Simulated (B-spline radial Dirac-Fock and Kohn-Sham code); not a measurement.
# An X-ray data sheet for Yb⁵⁺, step by step

Wanted for the Yb⁵⁺ ion: how cheaper methods do for the levels.

Method: a free atom or ion on a radial basis; each step names its model; computed with B-spline radial Dirac-Fock and Kohn-Sham code, version 5.

## (1) What is computed

The Yb⁵⁺ ion in the configuration [Kr] 4d10 4f12 5s2 5p5.

| Property | Result |
| --- | --- |
| nuclear charge | 70 |
| electrons | 65 |
| mass number | 174 |
| nuclear rms radius | 5.3108 fm |

## (2) The levels by Dirac PBE

Model: Dirac-Kohn-Sham PBE, finite nucleus, spherical and without spin polarisation.

Input, one item of task.json (shells as n, l, occupation):

```json
{
  "Z": 70,
  "q": 5,
  "cfg": [[1, 0, 2], [2, 0, 2], [2, 1, 6], [3, 0, 2], [3, 1, 6], [3, 2, 10], [4, 0, 2], [4, 1, 6], [4, 2, 10], [4, 3, 12], [5, 0, 2], [5, 1, 5]],
  "A": 174,
  "rrms": 5.3108,
  "tag": "ground",
  "do": ["pbe", "binding", "quiet"],
  "hv": [41.0, 61.7, 82.0, 153.0, 215.0, 248.0, 308.0, 526.0, 551.0, 804.0, 1100.0, 1220.0, 1230.0, 1310.0, 1540.0, 2030.0, 4370.0, 5320.0, 10400.0, 13500.0, 13600.0, 18900.0, 19700.0, 32700.0],
  "s": [0, 0.05, 0.1, 0.15, 0.2, 0.25, 0.3, 0.35, 0.4, 0.45, 0.5, 0.6, 0.7, 0.8, 0.9, 1.0, 1.1, 1.2, 1.4, 1.6, 1.8, 2.0, 2.5, 3.0, 3.5, 4.0, 5.0, 6.0],
  "pz": [0, 0.1, 0.14, 0.2, 0.27, 0.38, 0.53, 0.74, 1.0, 1.5, 2.0, 2.8, 4.0, 5.5, 7.7, 11.0, 15.0, 21.0, 29.0, 41.0, 57.0],
  "hv_scatter": [5000, 8047.8, 10000, 17479.3, 30000, 100000, 200000, 500000],
  "holes": ["K", "L1", "L2", "L3", "M1", "M2", "M3", "M4", "M5", "N1", "N2", "N3", "N4", "N5", "N6", "N7"]
}
```

Command:

```bash
> python xray_run.py task.json out
```

What does the calculation give? Wanted: Dirac PBE, K: eigenvalue / ΔSCF.

The runs gave:

| quantity | value |
| --- | --- |
| Dirac PBE, K: eigenvalue / ΔSCF | 61223.8 / 61741.7 eV |

**Reading.** Dirac PBE misses the K level by -0.3 % with its eigenvalue and by +0.5 % with ΔSCF. Breit and QED terms, which only the reference holds, shift this level by tenths of a per cent, so the eigenvalue's nearness can be cancellation. The Hartree-Fock and Dirac-Fock values hold no electron correlation.
